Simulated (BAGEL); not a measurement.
**Si2H4ClF (SMILES F[SiH]([SiH3])Cl): HF/3-21G (density fitting with qzvpp-jkfit)**

Aim: the vertical singlet–triplet gap of Si2H4ClF at HF/3-21G (density fitting with qzvpp-jkfit), from 2 runs. 

The calculation is run with BAGEL 1.2.2.

2 further runs of the same task are left out: 2 set aside as unsound or not needed. Runs told in other sessions of the task aren't counted.

## 1. The molecule

Si2H4ClF: 8 atoms, total charge 0, spin state singlet. As SMILES, `F[SiH]([SiH3])Cl`. The shape is that of a PBE0-D4/def2-TZVP optimisation.

Bond lengths: F1–Si2 1.597 Å, Si2–Si3 2.339 Å, Si2–Cl4 2.049 Å, Si2–H5 1.481 Å, Si3–H6 1.487 Å, Si3–H7 1.486 Å, Si3–H8 1.485 Å. Some angles: F1–Si2–Si3 109.8°, F1–Si2–Cl4 107.9°, Si3–Si2–Cl4 109.0°, F1–Si2–H5 107.2°, Si3–Si2–H5 115.4°, Cl4–Si2–H5 107.3°, Si2–Si3–H6 110.0°, Si2–Si3–H7 108.3°, Si2–Si3–H8 109.2°, H6–Si3–H7 109.5°.

## 2. The energy at HF/3-21G (density fitting with qzvpp-jkfit)

hf.json

```json
{ "bagel": [

{
  "title": "molecule",
  "basis": "3-21g",
  "df_basis": "qzvpp-jkfit",
  "angstrom": true,
  "geometry": [
    { "atom": "F", "xyz": [      -1.329000,       1.796800,       0.161200 ] },
    { "atom": "Si", "xyz": [      -0.382900,       0.812800,      -0.667700 ] },
    { "atom": "Si", "xyz": [       0.539000,      -0.793000,       0.761300 ] },
    { "atom": "Cl", "xyz": [      -1.534100,      -0.130100,      -2.075900 ] },
    { "atom": "H", "xyz": [       0.596600,       1.655400,      -1.392300 ] },
    { "atom": "H", "xyz": [       1.355700,      -0.131100,       1.812300 ] },
    { "atom": "H", "xyz": [       1.403500,      -1.693800,      -0.044400 ] },
    { "atom": "H", "xyz": [      -0.556600,      -1.574100,       1.389600 ] }
  ]
},

{
  "title": "hf"
},

{
  "title": "print",
  "file": "orbitals.molden",
  "orbitals": true
}

]}
```

Run with:

```
$ BAGEL_NUM_THREADS=1 BAGEL hf.json > hf.out
```

The log of the run:

```text
* using 1 threads per process

  ===============================================================
  ===============================================================

  *** Geometry ***

  { "atom" : "F", "xyz" : [     -2.511446,      3.395460,      0.304624 ] },
  { "atom" : "Si", "xyz" : [     -0.723576,      1.535969,     -1.261770 ] },
  { "atom" : "Si", "xyz" : [      1.018562,     -1.498553,      1.438648 ] },
  { "atom" : "Cl", "xyz" : [     -2.899029,     -0.245853,     -3.922882 ] },
  { "atom" : "H", "xyz" : [      1.127411,      3.128253,     -2.631066 ] },
  { "atom" : "H", "xyz" : [      2.561902,     -0.247743,      3.424751 ] },
  { "atom" : "H", "xyz" : [      2.652231,     -3.200818,     -0.083904 ] },
  { "atom" : "H", "xyz" : [     -1.051822,     -2.974618,      2.625963 ] },

  Number of auxiliary basis functions:      533

  Since a DF basis is specified, we compute 2- and 3-index integrals:
    o Being stored without compression. Storage requirement is 0.013 GB

  Number of basis functions:       56
  Number of electrons      :       58

    * METHOD: MOLECULE                             0.17

  *** RHF ***

  === Nuclear Repulsion ===
   276.2049934957

      * DIIS with orbital gradients will be used.

  === RHF iteration (3-21g) ===
      0      -1133.27663615          0.01804220           0.04
      1      -1133.36617071          0.01067476           0.05
      2      -1133.39329291          0.00098796           0.04
      3      -1133.39387014          0.00023640           0.05
      4      -1133.39391474          0.00005590           0.04
      5      -1133.39391761          0.00001505           0.04
      6      -1133.39391783          0.00000335           0.05
      7      -1133.39391784          0.00000062           0.04
      8      -1133.39391784          0.00000019           0.05
      9      -1133.39391784          0.00000008           0.04
     10      -1133.39391784          0.00000002           0.05
     11      -1133.39391784          0.00000000           0.04
    * SCF iteration converged.

    * Permanent dipole moment:
           (   -1.062344,     0.120031,    -0.505053) a.u.

    * METHOD: HF                                   0.65

    * METHOD: PRINT                                0.00

  ===============================================================
```

Run time: 0.99 s. Hardware: 1 thread of Intel Xeon 6975P-C (Granite Rapids), shared host.

## 3. The triplet

job.json

```json
{ "bagel" : [

{
  "title" : "molecule",
  "basis" : "3-21g",
  "df_basis" : "qzvpp-jkfit",
  "angstrom" : true,
  "geometry" : [
    { "atom" : "F", "xyz" : [      -1.329000,       1.796800,       0.161200 ] },
    { "atom" : "Si", "xyz" : [      -0.382900,       0.812800,      -0.667700 ] },
    { "atom" : "Si", "xyz" : [       0.539000,      -0.793000,       0.761300 ] },
    { "atom" : "Cl", "xyz" : [      -1.534100,      -0.130100,      -2.075900 ] },
    { "atom" : "H", "xyz" : [       0.596600,       1.655400,      -1.392300 ] },
    { "atom" : "H", "xyz" : [       1.355700,      -0.131100,       1.812300 ] },
    { "atom" : "H", "xyz" : [       1.403500,      -1.693800,      -0.044400 ] },
    { "atom" : "H", "xyz" : [      -0.556600,      -1.574100,       1.389600 ] }
  ]
},

{
  "title" : "uhf",
  "nopen" : 2
},

{
  "title" : "print",
  "file" : "orbitals.molden",
  "orbitals" : true
}

]}
```

Run with:

```
$ BAGEL_NUM_THREADS=1 BAGEL job.json > job.out
```

The log of the run:

```text
* using 1 threads per process

  ===============================================================
  ===============================================================

  *** Geometry ***

  { "atom" : "F", "xyz" : [     -2.511446,      3.395460,      0.304624 ] },
  { "atom" : "Si", "xyz" : [     -0.723576,      1.535969,     -1.261770 ] },
  { "atom" : "Si", "xyz" : [      1.018562,     -1.498553,      1.438648 ] },
  { "atom" : "Cl", "xyz" : [     -2.899029,     -0.245853,     -3.922882 ] },
  { "atom" : "H", "xyz" : [      1.127411,      3.128253,     -2.631066 ] },
  { "atom" : "H", "xyz" : [      2.561902,     -0.247743,      3.424751 ] },
  { "atom" : "H", "xyz" : [      2.652231,     -3.200818,     -0.083904 ] },
  { "atom" : "H", "xyz" : [     -1.051822,     -2.974618,      2.625963 ] },

  Number of auxiliary basis functions:      533

  Since a DF basis is specified, we compute 2- and 3-index integrals:
    o Being stored without compression. Storage requirement is 0.013 GB

  Number of basis functions:       56
  Number of electrons      :       58

    * METHOD: MOLECULE                             0.17

  *** Open-shell HF ***

  === Nuclear Repulsion ===
   276.2049934957

      * DIIS with orbital gradients will be used.

  === UHF iteration (3-21g) ===
      0      -1132.97125421          0.03691532           0.09
      1      -1133.07135247          0.02593222           0.09
      2      -1133.10064833          0.01658392           0.10
      3      -1133.11844702          0.00115377           0.09
      4      -1133.12009889          0.00072943           0.08
      5      -1133.12161817          0.00057531           0.08
      6      -1133.12307443          0.00044763           0.08
      7      -1133.12485770          0.00037670           0.08
      8      -1133.12592954          0.00031838           0.09
      9      -1133.12707805          0.00026399           0.09
[... 23 lines of this table left out ...]
     33      -1133.12827075          0.00000002           0.08
     34      -1133.12827075          0.00000002           0.08
     35      -1133.12827075          0.00000001           0.10
     36      -1133.12827075          0.00000001           0.08
    * SCF iteration converged.

    * S^2 (UHF) is 2.0093

    * Permanent dipole moment:
           (   -0.993772,     0.264268,    -0.533350) a.u.

    * METHOD: UHF                                  3.34

    * METHOD: PRINT                                0.00

  ===============================================================
```

Wall time 3.9 s (1 thread of Intel Xeon 6975P-C (Granite Rapids), shared host).

## 4. Outcome

Level: HF/3-21G (density fitting with qzvpp-jkfit).

| quantity | value |
| --- | --- |
| singlet: total energy | -1133.39392 Eh |
| singlet: dipole moment | 3.01 D |
| singlet: HOMO energy | -11.47 eV |
| singlet: LUMO energy | 2.87 eV |
| singlet: HOMO–LUMO gap | 14.33 eV |
| triplet: total energy | -1133.12827 Eh |
| triplet: dipole moment | 2.94 D |
| triplet: ⟨S²⟩ | 2.009 |
| vertical energy of the triplet above the singlet | 7.229 eV |

**Reading.** At this shape the triplet lies 7.23 eV (167 kcal/mol) above the singlet.
